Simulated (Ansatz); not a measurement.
# CH6AuN: basis-set convergence

Aim: see how fast density functionals converge with the basis set for CH6AuN.

Program: Ansatz 0.2.0, Gaussian basis. Level of theory: one geometry, several basis sets. These are calculated values, not measurements.

Levels to be run: PBE0-D4/def2-SVP; ωB97M-V/def2-SVP; PBE0-D4/def2-QZVPP; ωB97M-V/def2-QZVPP; the functionals' def2-TZVPP values are taken from earlier runs.

**1. Structure used throughout**

All runs share one geometry, relaxed beforehand with PBE0-D4 in a triple-zeta def2 set. Au takes the def2 core potential; no spin-orbit term is included.

SMILES `[CH3][Au-][NH3+]`, 9 atoms, charge 0, spin multiplicity 1.

Atoms are counted from 1 here; the program's logs count them from 0.

Bond lengths: C1–Au2 2.019 Å, C1–H4 1.094 Å, C1–H5 1.094 Å, C1–H6 1.094 Å, Au2–N3 2.166 Å, N3–H7 1.014 Å, N3–H8 1.014 Å, N3–H9 1.014 Å. Angles: Au2–C1–H4 110.6°, Au2–C1–H5 110.6°, Au2–C1–H6 110.6°, H4–C1–H5 108.4°, H4–C1–H6 108.4°, H5–C1–H6 108.4°, C1–Au2–N3 180.0°, Au2–N3–H7 110.8°, Au2–N3–H8 110.8°, Au2–N3–H9 110.8°, H7–N3–H8 108.1°, H7–N3–H9 108.1°, H8–N3–H9 108.1°.

**2. PBE0-D4 in def2-SVP**

Input file in.yaml:

```yaml
crystal:
  periodic: [false, false, false]
  atoms:
    - {symbol: C, position_ang: [-1.029468, 1.438399, -1.073347]}
    - {symbol: Au, position_ang: [-0.019018, 0.035129, -0.031835]}
    - {symbol: N, position_ang: [1.065150, -1.470992, 1.086145]}
    - {symbol: H, position_ang: [-1.913550, 1.002842, -1.547245]}
    - {symbol: H, position_ang: [-0.395866, 1.867088, -1.854791]}
    - {symbol: H, position_ang: [-1.355772, 2.246493, -0.412743]}
    - {symbol: H, position_ang: [1.998226, -1.597130, 0.710067]}
    - {symbol: H, position_ang: [0.586624, -2.363965, 1.046256]}
    - {symbol: H, position_ang: [1.152174, -1.204064, 2.060392]}
basis:
  gaussian: {orbitals: def2-SVP}
hamiltonian: {xc: pbe0, dispersion: d4}
output: {orbitals: {seedname: orbitals}}
```

Further steps of the session: ωB97M-V in def2-SVP; PBE0-D4 in def2-QZVPP; ωB97M-V in def2-QZVPP.

Before running them: what should the planned runs give, taken together? Wanted: PBE0-D4: double and triple zeta above quadruple; ωB97M-V: double and triple zeta above quadruple.

The runs gave:

```
                                       quantity          value
PBE0-D4: double and triple zeta above quadruple  3.54, 0.19 eV
ωB97M-V: double and triple zeta above quadruple  3.71, 0.19 eV
```

PBE0-D4 gains 3.35 eV from double to triple zeta, then 0.19 eV more. These are total energies; as a rule much of such shifts cancels in differences, which this series doesn't test. The LUMO of ωB97M-V is positive and keeps falling with the basis (1.84 to 0.33 eV): an unbound level that the basis holds in place.
